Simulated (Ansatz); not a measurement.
# triplet GeSiH3ClO at 6 levels

We compute a comparison of 6 runs (UHF/3-21G, U-revPBE/6-31G*, UB3LYP/6-31G*, UBHLYP/6-31G*, UBLYP/6-31G*, UHSE06/6-31G*) of triplet GeSiH3ClO. 

The calculation is run with Ansatz 0.2.0.

123 further runs of the same task are left out: 123 set aside as unsound or not needed.

**1. The structure to begin with**

GeSiH3ClO has 7 atoms, charge 0, and is taken as a triplet. As SMILES of the parent species, `Cl[SiH]1[O][GeH2]1`. The coordinates come from a PBE0-D4/def2-TZVP relaxation. That shape belongs to the parent species and isn't relaxed for this state.

Bond lengths: Cl1–Si2 2.039 Å, Si2–O3 1.633 Å, Si2–Ge4 2.255 Å, O3–Ge4 1.905 Å, Si2–H5 1.478 Å, Ge4–H6 1.535 Å, Ge4–H7 1.534 Å. Some angles: Cl1–Si2–O3 117.0°, Cl1–Si2–Ge4 122.5°, O3–Si2–Ge4 56.0°, Si2–O3–Ge4 78.8°, Si2–Ge4–O3 45.3°, Cl1–Si2–H5 107.1°, O3–Si2–H5 118.0°, Ge4–Si2–H5 126.8°, Si2–Ge4–H6 124.6°, Si2–Ge4–H7 122.6°.

**2. The energy at UHF/3-21G (run 1)**

The input, molecule.yaml:

```yaml
crystal:
  periodic: [false, false, false]
  atoms:
    - {symbol: Cl, position_ang: [0.946700, -2.488800, 0.655700]}
    - {symbol: Si, position_ang: [-0.269300, -1.038200, -0.101800]}
    - {symbol: O, position_ang: [0.399800, 0.013200, -1.157400]}
    - {symbol: Ge, position_ang: [0.044800, 1.152900, 0.326900]}
    - {symbol: H, position_ang: [-1.538000, -1.691900, -0.484400]}
    - {symbol: H, position_ang: [-0.900200, 2.274100, -0.128200]}
    - {symbol: H, position_ang: [1.377500, 1.710600, 0.843500]}
basis:
  gaussian:
    orbitals: 3-21G-spherical.json
magnetization:
  spin_polarized: true
  initial_magnetization: 2
hamiltonian:
  xc: hf
accuracy: high
output:
  orbitals: {seedname: orbitals}
```

The basis set 3-21G is read from a file made from the Basis Set Exchange's data (not shown).

Started as:

```console
$ ansatz run molecule.yaml --threads 1 --pin off --max-ram 3480MiB --events-out events.jsonl --progress --plain --runs-dir runs
```

Standard output:

```text
Warning: RAYON_NUM_THREADS=1 ignored (pool sized by the plan → 1); use --threads N
Functional definition: HF
  name "HF"
  exchange = exact_x
  correlation = 0
1274 factors; integrals over basis functions are off by at most 9.7e-9 eV
mean field evaluation 1: about -78530.4570 eV, gradient 2.6e1 eV
mean field evaluation 2: about -78530.8176 eV, gradient 2.7e1 eV
mean field evaluation 4: about -78534.8356 eV, gradient 2.9e0 eV
mean field evaluation 8: about -78535.1834 eV, gradient 1.1e0 eV
mean field evaluation 16: about -78535.2659 eV, gradient 2.1e-8 eV
mean field evaluation 32: about -78530.4577 eV, gradient 2.6e1 eV
mean field -78535.26594017 eV, -2886.1177901860 hartree, gradient 2.5e-8 eV, S^2 2.032258; 0 other end points of the search recorded, 0 dependent functions left out
reference -78535.26594017 eV, -2886.1177901860 hartree; 38, 36 occupied and 25, 27 virtual orbitals, 1274 factors
Total energy: -78535.26594017 eV, -2886.1177901860 hartree
```

Wall time 4.5 s (1 thread of Intel Xeon Platinum 8259CL at 2.50GHz (Skylake/Cascade Lake), shared host); peak memory 0.27 GiB.

**3. The energy at U-revPBE/6-31G(d) (spherical functions) (run 2)**

The input, job.yaml:

```yaml
crystal:
  periodic: [false, false, false]
  atoms:
    - {symbol: Cl, position_ang: [0.946700, -2.488800, 0.655700]}
    - {symbol: Si, position_ang: [-0.269300, -1.038200, -0.101800]}
    - {symbol: O, position_ang: [0.399800, 0.013200, -1.157400]}
    - {symbol: Ge, position_ang: [0.044800, 1.152900, 0.326900]}
    - {symbol: H, position_ang: [-1.538000, -1.691900, -0.484400]}
    - {symbol: H, position_ang: [-0.900200, 2.274100, -0.128200]}
    - {symbol: H, position_ang: [1.377500, 1.710600, 0.843500]}
basis:
  gaussian: {orbitals: 6-31G_st_-spherical.json}
magnetization: {spin_polarized: true, initial_magnetization: 2}
hamiltonian: {xc: {name: revPBE}}
accuracy: high
output: {orbitals: {seedname: orbitals}}
```

The basis set 6-31G* is read from a file made from the Basis Set Exchange's data (not shown).

Started as:

```console
$ ansatz run job.yaml --threads 1 --pin off --max-ram 3480MiB --events-out events.jsonl --progress --plain --runs-dir runs
```

Standard output:

```text
Warning: RAYON_NUM_THREADS=1 ignored (pool sized by the plan → 1); use --threads N
Functional definition: revPBE
  name "revPBE"
  parameter kappa = 1.245
  parameter beta = 0.06672455060314922
  exchange = pbe_x(kappa = kappa, mu = beta*pi^2/3)
  correlation = pbe_c(beta = beta)
1868 factors; integrals over basis functions are off by at most 5.8e-9 eV
mean field evaluation 1: about -78987.6298 eV, gradient 4.2e1 eV
mean field evaluation 2: about -78892.6517 eV, gradient 1.3e2 eV
mean field evaluation 4: about -78993.8822 eV, gradient 1.1e1 eV
mean field evaluation 8: about -78994.3969 eV, gradient 5.7e-1 eV
mean field evaluation 16: about -78994.3902 eV, gradient 3.6e-4 eV
mean field evaluation 32: about -78994.0214 eV, gradient 6.2e0 eV
mean field -78994.39019895 eV, -2902.9902954908 hartree, gradient 8.1e-8 eV, S^2 2.003323; 3 other end points of the search recorded, 0 dependent functions left out
reference -78994.39020419 eV, -2902.9902956832 hartree; 38, 36 occupied and 50, 52 virtual orbitals, 1868 factors
Total energy: -78994.39020419 eV, -2902.9902956832 hartree
```

Wall time 15 s (1 thread of Intel Xeon Platinum 8259CL at 2.50GHz (Skylake/Cascade Lake), shared host); peak memory 0.3 GiB.

Runs 3 to 5 aren't shown in full; the table further down has their settings and results.

**4. A single-point energy at UHSE06/6-31G(d) (spherical functions) (run 6)**

job.yaml, as its differences from that of step 3:

```diff
@@ -12,4 +12,5 @@
   gaussian: {orbitals: 6-31G_st_-spherical.json}
+total_charge: 0
 magnetization: {spin_polarized: true, initial_magnetization: 2}
-hamiltonian: {xc: {name: revPBE}}
+hamiltonian: {xc: {name: HSE06}}
 accuracy: high
```

The basis set 6-31G* is read from a file made from the Basis Set Exchange's data (not shown).

Started as:

```console
$ ansatz run job.yaml --threads 1 --pin off --max-ram 3480MiB --events-out events.jsonl --progress --plain --runs-dir runs
```

Standard output:

```text
Warning: RAYON_NUM_THREADS=1 ignored (pool sized by the plan → 1); use --threads N
Functional definition: HSE06
  name "HSE06"
  parameter a = 0.25
  parameter omega = 0.11/bohr
  exchange = pbe_x - a*pbe_x_sr(omega) + a*exact_x_sr(omega)
  correlation = pbe_c
1868 factors; integrals over basis functions are off by at most 5.8e-9 eV
104 factors; integrals over basis functions are off by at most 1.6e-9 eV
mean field evaluation 1: about -78980.6920 eV, gradient 3.6e1 eV
mean field evaluation 2: about -78936.3211 eV, gradient 1.0e2 eV
mean field evaluation 4: about -78985.8272 eV, gradient 4.1e0 eV
mean field evaluation 8: about -78986.0981 eV, gradient 3.2e-1 eV
mean field evaluation 16: about -78986.0989 eV, gradient 6.2e-4 eV
mean field -78986.09885259 eV, -2902.6855941321 hartree, gradient 6.3e-8 eV, S^2 2.005587; 0 other end points of the search recorded, 0 dependent functions left out
reference -78986.09885681 eV, -2902.6855942871 hartree; 38, 36 occupied and 50, 52 virtual orbitals, 1868 factors
Total energy: -78986.09885681 eV, -2902.6855942871 hartree
```

Wall time 22 s (1 thread of Intel Xeon Platinum 8259CL at 2.50GHz (Skylake/Cascade Lake), shared host); peak memory 0.56 GiB.

**5. The series**

```tsv
run	level	energy (Eh)	HOMO energy (eV)	⟨S²⟩	wall time
1	UHF/3-21G	-2886.117790	-5.99	2.032	4.5 s
2	U-revPBE/6-31G* (spherical functions)	-2902.990296	-2.78	2.003	15 s
3	UB3LYP/6-31G* (spherical functions)	-2903.390047	-3.46	2.004	20 s
4	UBHLYP/6-31G* (spherical functions)	-2903.248980	-4.41	2.010	23 s
5	UBLYP/6-31G* (spherical functions)	-2903.345935	-2.58	2.002	16 s
6	UHSE06/6-31G* (spherical functions)	-2902.685594	-3.34	2.006	22 s
```

**6. What came out**

| quantity | value |
| --- | --- |
| run 6: total energy | -2902.68559 Eh |
| run 6: HOMO energy (highest over α and β) | -3.34 eV |
| run 6: ⟨S²⟩ | 2.006 |

**Reading.** Totals of different functionals can't be ranked against each other. All runs together took 100 s, the longest 23 s.
